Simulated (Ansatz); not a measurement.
# CH3FMgO: harmonic frequencies at the relaxed geometry, by script

Wanted for CH3FMgO: harmonic frequencies at the relaxed geometry.

Computed with Ansatz 0.2.0, driven from Python. Level of theory: r2SCAN/def2-SVP.

### Step 1. Starting point

Bond lengths: C1–O2 1.357 Å, O2–Mg3 2.006 Å, Mg3–F4 1.951 Å, C1–H5 1.163 Å, C1–H6 1.157 Å, C1–H7 1.093 Å. Angles: C1–O2–Mg3 103.5°, O2–C1–H5 109.3°, O2–C1–H6 110.5°, O2–C1–H7 114.4°, H5–C1–H6 104.4°, H5–C1–H7 109.0°, H6–C1–H7 108.8°, O2–Mg3–F4 176.0°.

No structure file is read: the coordinates are typed or built in the script.

### Step 2. Script

freq_ch3fmgo.py reads:

```python
import ansatz as az
from ase import Atoms
from ase.thermochemistry import IdealGasThermo
import numpy as np


def main() -> None:
    geometry_ang = [
        ('C', (0.0658, 0.984, 0.1953)),
        ('O', (-0.036, -0.019, 1.1039)),
        ('Mg', (-0.087, -1.6735, -0.0296)),
        ('F', (-0.0017, -3.29, -1.1183)),
        ('H', (-0.874, 0.9794, -0.4906)),
        ('H', (0.0325, 2.0133, 0.7228)),
        ('H', (0.9617, 0.9379, -0.4293)),
    ]
    geometry = az.Crystal.molecule()
    for symbol, xyz in geometry_ang:
        geometry = geometry.atom(symbol, xyz)

    model = (
        geometry.calculation()
        .basis(gaussian='def2-SVP')
        .functional('r2SCAN')
    )
    symbols = [site.symbol for site in geometry.cartesian_sites]
    start = np.array([site.position_ang for site in geometry.cartesian_sites], dtype=float)
    report = model.relax(force_tolerance=0.003, max_steps=100).run(threads=1).report
    end = np.array(report['positions_ang'])

    print('final positions (A) and the move of each atom')
    for symbol, xyz, old in zip(symbols, end, start):
        print(f'{symbol:2s} {xyz[0]:10.5f} {xyz[1]:10.5f} {xyz[2]:10.5f}   {np.linalg.norm(xyz - old):7.4f}')

    minimum = az.Crystal.molecule()
    for symbol, place in zip(symbols, end):
        minimum = minimum.atom(symbol, place.tolist())
    vibrating = minimum.calculation()
    vibrating = vibrating.basis(gaussian='def2-SVP')
    vibrating = vibrating.functional('r2SCAN').phonons(temperatures=(200, 600, 100))
    vib = vibrating.run(threads=1).report['vibrations']
    sums = vib['harmonic_sums']
    modes = [m['omega_inv_cm'] for m in sums['modes_at_gamma'] if m['rigid_motion'] == 'no']
    print('frequencies (1/cm):', ' '.join(f'{w:.0f}' for w in modes))
    print('imaginary modes:', sum(w < 0 for w in modes), ' zero-point energy:', round(sums['zero_point_energy_ev'], 4), 'eV')
    gas = IdealGasThermo(vib_energies=[w / 8065.544 for w in modes if w > 0], geometry='linear' if len(modes) == 3 * len(symbols) - 5 else 'nonlinear',
                         atoms=Atoms(symbols, positions=end), symmetrynumber=1, spin=0.0)
    print(f'H(298 K) - E = {gas.get_enthalpy(298.15, verbose=False):.4f} eV')
    print(f'S(298 K, 1 bar) = {96485.33 * gas.get_entropy(298.15, 1e5, verbose=False):.1f} J/(mol K) with symmetry number 1')


if __name__ == '__main__':
    main()
```

### Step 3. The run

On the command line:

```
> python freq_ch3fmgo.py
```

**Question.** What results will this script give? Wanted: moves of the relaxation of run 1; energy gained in run 1; last largest force component of run 1; highest frequency; imaginary modes; zero-point energy.

**Answer**, as computed:

| quantity | value |
| --- | --- |
| runs compared | 2 |
| moves of the relaxation of run 1 | 9 |
| energy gained in run 1 | 1.091 eV |
| last largest force component of run 1 | 0.0008 eV/Å |
| highest frequency | 3020 cm⁻¹ |
| imaginary modes | 0 |
| zero-point energy | 1.173 eV |

Run 1: After 9 moves the largest shift is 1.147 Å, of atom 2 (O). So large a move can change the bonding: the results belong to the relaxed structure. All frequencies are real, so the geometry is a minimum. The values are harmonic; measured fundamentals also hold anharmonic shifts, mostly downward for stretches. The frequencies are harmonic and unscaled, in a modest basis. The result belongs to the one conformer reached from this start, and soft torsions count as harmonic oscillators. The entropy takes a symmetry number of 1; a symmetric molecule's is lower by R ln(sigma).
